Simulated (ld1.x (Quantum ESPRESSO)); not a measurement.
**Ge: generating and testing a TM potential**

Do these settings give a usable potential? It is generated, then checked for transferability, scattering, ghosts and hardness.

The numbers are computed with ld1.x (Quantum ESPRESSO) 7.5 (PBE, scalar-relativistic, spin-unpolarised reference atom).

**1. The atom and the settings**

Typed settings, in words:

```
element                 : germanium (Ge, Z = 32)
type                    : norm-conserving Troullier–Martins (Kleinman–Bylander form)
frozen core             : [Ar]
valence charge          : 14
reference configuration : 3d10 4s2 4p2
partial waves           : 4s (bound): rc 1.40 bohr; 4p (bound): rc 2.45 bohr; 3d (bound): rc 1.15 bohr
local potential         : the d channel
core correction         : not asked for
```

The nodes and maxima of the atom's own shells, from an earlier all-electron run, set the scale for the radii.

All-electron outer shells of the reference configuration (PBE, scalar-relativistic, ld1.x):

```
shell  level (eV)  outermost node (bohr)  outermost maximum (bohr)
   3s     -168.49                   0.26                      0.54
   3p     -115.62                   0.23                      0.54
   3d      -29.31                      –                      0.50
   4s      -11.73                   0.77                      1.75
   4p       -3.90                   0.82                      2.22
```

**2. Generation**

Contents of Ge.in:

```
 &input
   title='Ge', zed=32., rel=1, dft='PBE', iswitch=3,
   config='[Ar] 3d10 4s2 4p2',
   nld=3, rlderiv=2.65, eminld=-4.0, emaxld=5.0, deld=0.02
 /
 &inputp
   pseudotype=2, tm=.true., lloc=2,
   nlcc=.false.,
   file_pseudopw='Ge.UPF', file_wfcaegen='ae.wfc', file_wfcncgen='nc.wfc', file_beta='beta', file_chi='chi'
 /
3
4S  1  0   2.00   0.00  1.40  1.40  0.0
4P  2  1   2.00   0.00  2.45  2.45  0.0
3D  3  2  10.00   0.00  1.15  1.15  0.0
 &test
   configts(1)='3d10 4s2 4p2'
 /
```

The run is started by

```console
$ ld1.x < Ge.in > Ge.out
```

The output, Ge.out (without the banner and most projector matrices):

```text
     Program LD1 v.7.5
     --------------------------- All-electron run ----------------------------

     Ge
     scalar relativistic calculation

     atomic number is 32.00
     dft =PBE   lsd =0 sic =0 latt =0  beta=0.20 tr2=1.0E-14
     Exchange-correlation= PBE
                           (   1   4   3   4   0   0   0)
     mesh =1207 r(mesh) = 100.41023 a.u. xmin = -7.00 dx = 0.01250
     1 Ry =  13.60569312 eV, c = 137.03599908

     n l     nl                  e(Ry)          e(Ha)          e(eV)
     1 0     1S 1( 2.00)      -805.6314      -402.8157    -10961.1741
     2 0     2S 1( 2.00)      -100.8250       -50.4125     -1371.7939
     2 1     2P 1( 6.00)       -88.1036       -44.0518     -1198.7111
     3 0     3S 1( 2.00)       -12.3839        -6.1919      -168.4909
     3 1     3P 1( 6.00)        -8.4979        -4.2490      -115.6205
     3 2     3D 1(10.00)        -2.1543        -1.0772       -29.3109
     4 0     4S 1( 2.00)        -0.8622        -0.4311       -11.7311
     4 1     4P 1( 2.00)        -0.2863        -0.1431        -3.8953

     final scf error:  3.0E-15 reached in  36 iterations

     Etot =   -4197.669992 Ry,   -2098.834996 Ha,  -57112.209742 eV

     Ekin =    4273.695468 Ry,    2136.847734 Ha,   58146.589038 eV
     Encl =  -10116.689522 Ry,   -5058.344761 Ha, -137644.573051 eV
     Eh   =    1804.321722 Ry,     902.160861 Ha,   24549.047641 eV
     Exc  =    -158.997660 Ry,     -79.498830 Ha,   -2163.273369 eV

     normalization and overlap integrals

     s(1S/1S) =  1.000000  <r> =   0.0470  <r2> =    0.0030  r(max) =   0.0309
     s(2S/2S) =  1.000000  <r> =   0.2100  <r2> =    0.0520  r(max) =   0.1754
     s(2P/2P) =  1.000000  <r> =   0.1837  <r2> =    0.0414  r(max) =   0.1418
     s(3S/3S) =  1.000000  <r> =   0.6242  <r2> =    0.4495  r(max) =   0.5402
     s(3P/3P) =  1.000000  <r> =   0.6470  <r2> =    0.4929  r(max) =   0.5402
     s(3D/3D) =  1.000000  <r> =   0.7365  <r2> =    0.6969  r(max) =   0.5012
     s(4S/4S) =  1.000000  <r> =   2.1162  <r2> =    5.1841  r(max) =   1.7494
     s(4P/4P) =  1.000000  <r> =   2.8993  <r2> =   10.0650  r(max) =   2.2184

     ------------------------ End of All-electron run ------------------------

     --------------------- Generating NC pseudopotential ---------------------

      Generating local pot.: lloc=2, matching radius rcloc =   1.1500

      Wfc   4S  rcut= 1.397  Using Troullier-Martins method

      Wfc   4P  rcut= 2.421  Using Troullier-Martins method

     ------------------- End of pseudopotential generation -------------------

     [... the all-electron block is printed once more ...]


     Computing logarithmic derivative in   2.65922
     Computing logarithmic derivative in   2.65922
     Computing the partial wave expansion
     R is outside the sphere for l=    0 j= 0.00
     R is outside the sphere for l=    1 j= 0.00
       no projector for channel:   2

     ---------------------- Testing the pseudopotential ----------------------

     Ge
     scalar relativistic calculation

     atomic number is 32.00   valence charge is 14.00
     dft =PBE   lsd =0 sic =0 latt =0  beta=0.20 tr2=1.0E-14
     mesh =1207 r(mesh) = 100.41023 xmin = -7.00 dx = 0.01250

     n l     nl             e AE (Ry)        e PS (Ry)    De AE-PS (Ry)
     3 2     3D   1(10.00)       -2.15431       -2.15433        0.00002
     1 0     4S   1( 2.00)       -0.86222       -0.86222       -0.00000
     2 1     4P   1( 2.00)       -0.28630       -0.28630        0.00000

     eps = 3.3E-15  iter = 34

     Etot =   -4197.669992 Ry,   -2098.834996 Ha,  -57112.209742 eV
     Etotps =  -181.227874 Ry,     -90.613937 Ha,   -2465.730838 eV

     Ekin =     233.028879 Ry,     116.514439 Ha,    3170.519414 eV
     Encl =    -558.434001 Ry,    -279.217001 Ha,   -7597.881649 eV
     Ehrt =     164.140822 Ry,      82.070411 Ha,    2233.249656 eV
     Ecxc =     -22.707675 Ry,     -11.353838 Ha,    -308.953658 eV
     Epseu=       2.744101 Ry,       1.372051 Ha,      37.335399 eV

     ---------------------- End of pseudopotential test ----------------------
```

It took 1.5 s on 1 thread of Neoverse-V2, shared host. (Generation and the later configuration tests together.)

Partial waves on a coarse radial grid (AE all-electron, PS pseudo):

```tsv
r (bohr)	4p AE	4p PS	4s AE	4s PS
0.123	0.1442	0.0045	0.2021	0.0371
0.245	-0.0369	0.0179	0.0127	0.0744
0.368	-0.2067	0.0401	-0.2768	0.1127
0.490	-0.2451	0.0703	-0.3437	0.1526
0.613	-0.1873	0.1084	-0.2368	0.1969
0.735	-0.0831	0.1528	-0.0534	0.2487
0.858	0.0364	0.2033	0.1450	0.3136
0.980	0.1517	0.2576	0.3230	0.3942
1.103	0.2564	0.3149	0.4708	0.4894
1.225	0.3458	0.3721	0.5831	0.5850
1.348	0.4208	0.4278	0.6642	0.6642
1.470	0.4809	0.4787	0.7169	0.7169
1.593	0.5285	0.5235	0.7468	0.7468
1.715	0.5643	0.5598	0.7579	0.7579
1.838	0.5903	0.5875	0.7543	0.7543
1.960	0.6073	0.6060	0.7393	0.7393
2.083	0.6169	0.6165	0.7156	0.7156
2.205	0.6201	0.6200	0.6859	0.6859
2.328	0.6180	0.6180	0.6519	0.6519
2.450	0.6116	0.6116	0.6154	0.6154
2.573	0.6015	0.6015	0.5773	0.5773
2.695	0.5886	0.5886	0.5392	0.5392
2.818	0.5734	0.5734	0.5011	0.5011
2.940	0.5566	0.5566	0.4642	0.4642
3.063	0.5384	0.5384	0.4283	0.4283
3.185	0.5194	0.5194	0.3944	0.3944
```

**3. Transferability test**

Contents of Ge.test.in:

```
 &input
   title='Ge', zed=32., rel=1, dft='PBE', iswitch=2,
   config='[Ar] 3d10 4s2 4p2'
 /
 &test
   file_pseudo='Ge.UPF', nconf=8,
   configts(1)='3d10 4s2 4p2',
   configts(2)='3d10 4s2 4p1',
   configts(3)='3d10 4s2 4p0',
   configts(4)='3d10 4s1 4p0',
   configts(5)='3d10 4s1 4p2',
   configts(6)='3d10 4s2 4p1.5',
   configts(7)='3d10 4s0 4p0',
   configts(8)='3d10 4s2 4p2.3'
 /
```

The run is started by

```console
$ ld1.x < Ge.test.in > Ge.test.out
```

Ge.test.out, the pseudopotential blocks, each with the warnings that came before it:

```text
     ---------------------- Testing the pseudopotential ----------------------

     Ge
     scalar relativistic calculation

     atomic number is 32.00   valence charge is 14.00
     dft =PBE   lsd =0 sic =0 latt =0  beta=0.20 tr2=1.0E-14
     mesh =1207 r(mesh) = 100.41023 xmin = -7.00 dx = 0.01250

     n l     nl             e AE (Ry)        e PS (Ry)    De AE-PS (Ry)
     3 2     3D   1(10.00)       -2.15431       -2.15433        0.00002
     1 0     4S   1( 2.00)       -0.86222       -0.86222       -0.00000
     2 1     4P   1( 2.00)       -0.28630       -0.28630        0.00000

     eps = 3.3E-15  iter = 34

     Etot =   -4197.669992 Ry,   -2098.834996 Ha,  -57112.209742 eV
     Etotps =  -181.227874 Ry,     -90.613937 Ha,   -2465.730838 eV

     Ekin =     233.028879 Ry,     116.514439 Ha,    3170.519414 eV
     Encl =    -558.434001 Ry,    -279.217001 Ha,   -7597.881649 eV
     Ehrt =     164.140822 Ry,      82.070411 Ha,    2233.249656 eV
     Ecxc =     -22.707675 Ry,     -11.353838 Ha,    -308.953658 eV
     Epseu=       2.744101 Ry,       1.372051 Ha,      37.335399 eV

     ---------------------- End of pseudopotential test ----------------------

     ---------------------- Testing the pseudopotential ----------------------

     Ge
     scalar relativistic calculation

     atomic number is 32.00   valence charge is 14.00
     dft =PBE   lsd =0 sic =0 latt =0  beta=0.20 tr2=1.0E-14
     mesh =1207 r(mesh) = 100.41023 xmin = -7.00 dx = 0.01250

     n l     nl             e AE (Ry)        e PS (Ry)    De AE-PS (Ry)
     3 2     3D   1(10.00)       -2.81637       -2.81232       -0.00405
     1 0     4S   1( 2.00)       -1.45956       -1.45925       -0.00032
     2 1     4P   1( 1.00)       -0.82628       -0.82617       -0.00011

     eps = 4.5E-15  iter = 37

     Etot =   -4197.122869 Ry,   -2098.561434 Ha,  -57104.765750 eV
     Etotps =  -180.680730 Ry,     -90.340365 Ha,   -2458.286567 eV
     dEtot_ae =       0.547123 Ry
     dEtot_ps =       0.547144 Ry,   Delta E=      -0.000021 Ry

     Ekin =     232.783701 Ry,     116.391850 Ha,    3167.183596 eV
     Encl =    -549.355038 Ry,    -274.677519 Ha,   -7474.356069 eV
     Ehrt =     155.432552 Ry,      77.716276 Ha,    2114.767602 eV
     Ecxc =     -22.277412 Ry,     -11.138706 Ha,    -303.099634 eV
     Epseu=       2.735468 Ry,       1.367734 Ha,      37.217939 eV

     ---------------------- End of pseudopotential test ----------------------

     ---------------------- Testing the pseudopotential ----------------------

     Ge
     scalar relativistic calculation

     atomic number is 32.00   valence charge is 14.00
     dft =PBE   lsd =0 sic =0 latt =0  beta=0.20 tr2=1.0E-14
     mesh =1207 r(mesh) = 100.41023 xmin = -7.00 dx = 0.01250

     n l     nl             e AE (Ry)        e PS (Ry)    De AE-PS (Ry)
     3 2     3D   1(10.00)       -3.61570       -3.60436       -0.01134  !
     1 0     4S   1( 2.00)       -2.14976       -2.14872       -0.00104
     2 1     4P   1( 0.00)       -1.45571       -1.45537       -0.00034

     eps = 6.4E-15  iter = 42

     Etot =   -4195.988126 Ry,   -2097.994063 Ha,  -57089.326796 eV
     Etotps =  -179.546036 Ry,     -89.773018 Ha,   -2442.848273 eV
     dEtot_ae =       1.681865 Ry
     dEtot_ps =       1.681838 Ry,   Delta E=       0.000028 Ry

     Ekin =     232.515699 Ry,     116.257849 Ha,    3163.537243 eV
     Encl =    -538.561953 Ry,    -269.280976 Ha,   -7327.508659 eV
     Ehrt =     145.670091 Ry,      72.835045 Ha,    1981.942550 eV
     Ecxc =     -21.782692 Ry,     -10.891346 Ha,    -296.368622 eV
     Epseu=       2.612819 Ry,       1.306410 Ha,      35.549214 eV

     ---------------------- End of pseudopotential test ----------------------

     ---------------------- Testing the pseudopotential ----------------------

     Ge
     scalar relativistic calculation

     atomic number is 32.00   valence charge is 14.00
     dft =PBE   lsd =0 sic =0 latt =0  beta=0.20 tr2=1.0E-14
     mesh =1207 r(mesh) = 100.41023 xmin = -7.00 dx = 0.01250

     n l     nl             e AE (Ry)        e PS (Ry)    De AE-PS (Ry)
     3 2     3D   1(10.00)       -4.63739       -4.61689       -0.02050  !
     1 0     4S   1( 1.00)       -2.97339       -2.96764       -0.00575  !
     2 1     4P   1( 0.00)       -2.20993       -2.20683       -0.00310

     eps = 9.7E-15  iter = 33

     Etot =   -4193.431031 Ry,   -2096.715516 Ha,  -57054.535744 eV
     Etotps =  -176.991685 Ry,     -88.495842 Ha,   -2408.094549 eV
     dEtot_ae =       4.238961 Ry
     dEtot_ps =       4.236189 Ry,   Delta E=       0.002772 Ry

     Ekin =     233.429422 Ry,     116.714711 Ha,    3175.969085 eV
     Encl =    -524.941948 Ry,    -262.470974 Ha,   -7142.199058 eV
     Ehrt =     134.122146 Ry,      67.061073 Ha,    1824.824754 eV
     Ecxc =     -21.157143 Ry,     -10.578572 Ha,    -287.857595 eV
     Epseu=       1.555839 Ry,       0.777919 Ha,      21.168266 eV

     ---------------------- End of pseudopotential test ----------------------

     ---------------------- Testing the pseudopotential ----------------------

     Ge
     scalar relativistic calculation

     atomic number is 32.00   valence charge is 14.00
     dft =PBE   lsd =0 sic =0 latt =0  beta=0.20 tr2=1.0E-14
     mesh =1207 r(mesh) = 100.41023 xmin = -7.00 dx = 0.01250

     n l     nl             e AE (Ry)        e PS (Ry)    De AE-PS (Ry)
     3 2     3D   1(10.00)       -2.94373       -2.93989       -0.00385
     1 0     4S   1( 1.00)       -1.53157       -1.53006       -0.00152
     2 1     4P   1( 2.00)       -0.88375       -0.88326       -0.00049

     eps = 5.3E-15  iter = 43

     Etot =   -4196.482228 Ry,   -2098.241114 Ha,  -57096.049396 eV
     Etotps =  -180.040651 Ry,     -90.020326 Ha,   -2449.577851 eV
     dEtot_ae =       1.187763 Ry
     dEtot_ps =       1.187223 Ry,   Delta E=       0.000541 Ry

     Ekin =     233.762369 Ry,     116.881185 Ha,    3180.499058 eV
     Encl =    -547.697228 Ry,    -273.848614 Ha,   -7451.800410 eV
     Ehrt =     153.927791 Ry,      76.963896 Ha,    2094.294292 eV
     Ecxc =     -22.167641 Ry,     -11.083821 Ha,    -301.606123 eV
     Epseu=       2.134058 Ry,       1.067029 Ha,      29.035333 eV

     ---------------------- End of pseudopotential test ----------------------

     ---------------------- Testing the pseudopotential ----------------------

     Ge
     scalar relativistic calculation

     atomic number is 32.00   valence charge is 14.00
     dft =PBE   lsd =0 sic =0 latt =0  beta=0.20 tr2=1.0E-14
     mesh =1207 r(mesh) = 100.41023 xmin = -7.00 dx = 0.01250

     n l     nl             e AE (Ry)        e PS (Ry)    De AE-PS (Ry)
     3 2     3D   1(10.00)       -2.46527       -2.46366       -0.00161
     1 0     4S   1( 2.00)       -1.14653       -1.14641       -0.00013
     2 1     4P   1( 1.50)       -0.54268       -0.54263       -0.00005

     eps = 9.0E-15  iter = 32

     Etot =   -4197.464058 Ry,   -2098.732029 Ha,  -57109.407861 eV
     Etotps =  -181.021923 Ry,     -90.510961 Ha,   -2462.928729 eV
     dEtot_ae =       0.205934 Ry
     dEtot_ps =       0.205951 Ry,   Delta E=      -0.000017 Ry

     Ekin =     232.914707 Ry,     116.457353 Ha,    3168.966023 eV
     Encl =    -554.151916 Ry,    -277.075958 Ha,   -7539.620908 eV
     Ehrt =     159.969022 Ry,      79.984511 Ha,    2176.489421 eV
     Ecxc =     -22.504559 Ry,     -11.252280 Ha,    -306.190127 eV
     Epseu=       2.750824 Ry,       1.375412 Ha,      37.426862 eV

     ---------------------- End of pseudopotential test ----------------------

     Warning: n=2, l=1 expected 0 nodes, found 1
     ---------------------- Testing the pseudopotential ----------------------

     Ge
     scalar relativistic calculation

     atomic number is 32.00   valence charge is 14.00
     dft =PBE   lsd =0 sic =0 latt =0  beta=0.20 tr2=1.0E-14
     mesh =1207 r(mesh) = 100.41023 xmin = -7.00 dx = 0.01250

     n l     nl             e AE (Ry)        e PS (Ry)    De AE-PS (Ry)
     3 2     3D   1(10.00)       -5.73553       -5.70651       -0.02901  !
     1 0     4S   1( 0.00)       -3.84393       -3.83004       -0.01389  !
     2 1     4P   1( 0.00)       -3.00875       -3.12516        0.11641  !

     eps = 3.8E-15  iter = 12

     Etot =   -4190.024885 Ry,   -2095.012443 Ha,  -57008.192764 eV
     Etotps =  -173.595156 Ry,     -86.797578 Ha,   -2361.882423 eV
     dEtot_ae =       7.645107 Ry
     dEtot_ps =       7.632718 Ry,   Delta E=       0.012389 Ry

     Ekin =     234.670773 Ry,     117.335387 Ha,    3192.858527 eV
     Encl =    -510.332334 Ry,    -255.166167 Ha,   -6943.425124 eV
     Ehrt =     122.619610 Ry,      61.309805 Ha,    1668.324782 eV
     Ecxc =     -20.553206 Ry,     -10.276603 Ha,    -279.640608 eV

     ---------------------- End of pseudopotential test ----------------------

     ---------------------- Testing the pseudopotential ----------------------

     Ge
     scalar relativistic calculation

     atomic number is 32.00   valence charge is 14.00
     dft =PBE   lsd =0 sic =0 latt =0  beta=0.20 tr2=1.0E-14
     mesh =1207 r(mesh) = 100.41023 xmin = -7.00 dx = 0.01250

     n l     nl             e AE (Ry)        e PS (Ry)    De AE-PS (Ry)
     3 2     3D   1(10.00)       -1.99138       -1.99198        0.00061
     1 0     4S   1( 2.00)       -0.70960       -0.70964        0.00004
     2 1     4P   1( 2.30)       -0.14906       -0.14908        0.00002

     eps = 6.1E-15  iter = 34

     Etot =   -4197.734933 Ry,   -2098.867466 Ha,  -57113.093307 eV
     Etotps =  -181.292822 Ry,     -90.646411 Ha,   -2466.614502 eV
     dEtot_ae =      -0.064941 Ry
     dEtot_ps =      -0.064948 Ry,   Delta E=       0.000007 Ry

     Ekin =     233.083349 Ry,     116.541675 Ha,    3171.260521 eV
     Encl =    -560.692796 Ry,    -280.346398 Ha,   -7628.614113 eV
     Ehrt =     166.396532 Ry,      83.198266 Ha,    2263.940150 eV
     Ecxc =     -22.813080 Ry,     -11.406540 Ha,    -310.387768 eV
     Epseu=       2.733173 Ry,       1.366586 Ha,      37.186708 eV

     ---------------------- End of pseudopotential test ----------------------
```

Excitation and ionisation energies from 3d10 4s2 4p2, with the error of the potential. A star marks tests that logged a warning.

| valence configuration | charge | ΔE all-electron (eV) | error AE − PS (meV) |
| --- | --- | --- | --- |
| 3d10 4s2 4p1 | +1 | 7.444 | -0.3 |
| 3d10 4s2 4p0 | +2 | 22.883 | +0.4 |
| 3d10 4s1 4p0 | +3 | 57.674 | +38 |
| 3d10 4s1 4p2 | +1 | 16.160 | +7.4 |
| 3d10 4s2 4p1.5 | +0.5 | 2.802 | -0.2 |
| 3d10 4s0 4p0 * | +4 | 104.017 | +169 |
| 3d10 4s2 4p2.3 | -0.3 | -0.884 | +0.1 |

**4. Logarithmic derivatives**

Taken from the files of the generation run. The phase is arctan(r·u′/u) with u = r·R, unwrapped, with energies in Ry. A pole is an energy at which the radial function vanishes at the test radius. The pseudo phase is shifted by a multiple of π to meet the all-electron one at the reference energy. Levels narrower than the energy grid can be missing from the poles. The last column is the largest difference on the grid between −1 and +1 Ry.

| channel | radius (bohr) | reference (Ry) | poles AE | poles PS | window around the reference with phases within 0.05 rad (Ry) | largest difference near zero (rad) |
| --- | --- | --- | --- | --- | --- | --- |
| s | 2.66 | -0.86 | -0.04 | -0.04, 4.54 | below 1.7 | 0.009 |
| p | 2.66 | -0.29 | 1.06 | 1.05 | below 2.9 | 0.003 |
| d | 2.66 | -2.15 | -2.14, 3.01 | -2.14, 3.18 | below 0.7 | 0.069 |

Phases (rad) along the scan:

```tsv
E (Ry)	d AE	d PS	s AE	s PS
-4.00	1.384	1.384	1.351	1.351
-3.52	1.371	1.371	1.329	1.329
-3.04	1.355	1.355	1.298	1.297
-2.56	1.329	1.329	1.250	1.249
-2.08	-1.738	-1.737	1.161	1.161
-1.60	-1.833	-1.833	0.936	0.935
-1.12	-1.879	-1.879	-0.140	-0.142
-0.64	-1.944	-1.942	-1.290	-1.290
-0.16	-2.054	-2.049	-1.537	-1.539
0.32	-2.293	-2.276	-1.644	-1.649
0.80	-2.981	-2.912	-1.721	-1.730
1.28	-4.007	-3.940	-1.799	-1.820
1.76	-4.416	-4.383	-1.903	-1.961
2.24	-4.580	-4.557	-2.091	-2.309
2.72	-4.671	-4.651	-2.559	-3.474
3.20	-4.735	-4.715	-3.587	-4.290
3.68	-4.790	-4.766	-4.195	-4.529
4.16	-4.847	-4.815	-4.418	-4.645
4.64	-4.920	-4.870	-4.525	-4.730
```

**5. Plane-wave convergence, by spherical Bessel functions**

A separate test, outside the generator: the pseudo-atom's Hamiltonian at the reference potential is diagonalised in spherical Bessel functions j_l(qr) that vanish at 20 bohr, with q² up to the cutoff.

All-electron valence levels (Ry): 4s -0.8622, 4p -0.2863, 3d -2.1543. The lowest levels of each channel (Ry) by cutoff; the last column sums, over occupied levels, occupation times the distance from the level at 400 Ry. A positive value at high cutoff is not a bound level.

```tsv
cutoff (Ry)	s #1	s #2	p #1	p #2	d #1	f #1	Σ f·Δε (mRy)
8	-0.8206	-0.0326	-0.2850	0.0238	0.0521	0.1080	22150.1
25	-11.7115	-0.8465	-0.2863	0.0237	0.0501	0.1080	22074.9
50	-23.1037	-0.8610	-5.3196	-0.2863	0.0005	0.1080	21550.1
100	-26.7195	-0.8620	-10.5610	-0.2863	-1.5898	0.1080	5645.6
180	-27.0497	-0.8622	-11.3025	-0.2863	-2.1499	0.1080	43.6
200	-27.0520	-0.8622	-11.3039	-0.2863	-2.1533	0.1080	9.5
400	-27.0561	-0.8622	-11.3067	-0.2863	-2.1543	0.1080	0.0
```

The sum stays within 10 mRy from 200 Ry and within 1 mRy only somewhere over 300 Ry. The sum leaves out empty levels, which can need more. Ghost test: ghost states, bound below the all-electron valence or empty levels of the same l: s at -368.1 eV, p at -153.8 eV.

**6. Results**

| quantity | value |
| --- | --- |
| cutoffs for 10 and 1 mRy, occupied levels | 200 Ry and over 300 Ry |
| bound ghosts | s at -368.12 eV, p at -153.83 eV |
| largest test error (AE − PS) | +169 meV, for 3d10 4s0 4p0 (this test logged a warning) |
| largest phase difference near zero energy, channels read | 0.069 rad |

**Reading.** A bound ghost (s, p) makes it unfit for use: electrons can fall into a state that the atom doesn't have. By total energies transferability is fair for so large an energy: the largest error is 169 meV on 104.0 eV, for 3d10 4s0 4p0. That test lies far up in energy; among those under 40 eV, nearer to bonding, the largest error is 7.4 meV. By its cutoff, 200 Ry for the looser tolerance, it is very hard. The tighter tolerance needs over 300 Ry, and converged work needs a cutoff nearer that. The slowest occupied level is 3d: taken alone it needs 200 Ry to come within 1 mRy, against 70 Ry for 4s. Near zero energy the largest phase difference among the channels read is 0.07 rad, in the d channel. These are tests on the free atom; a crystal test is still owed.
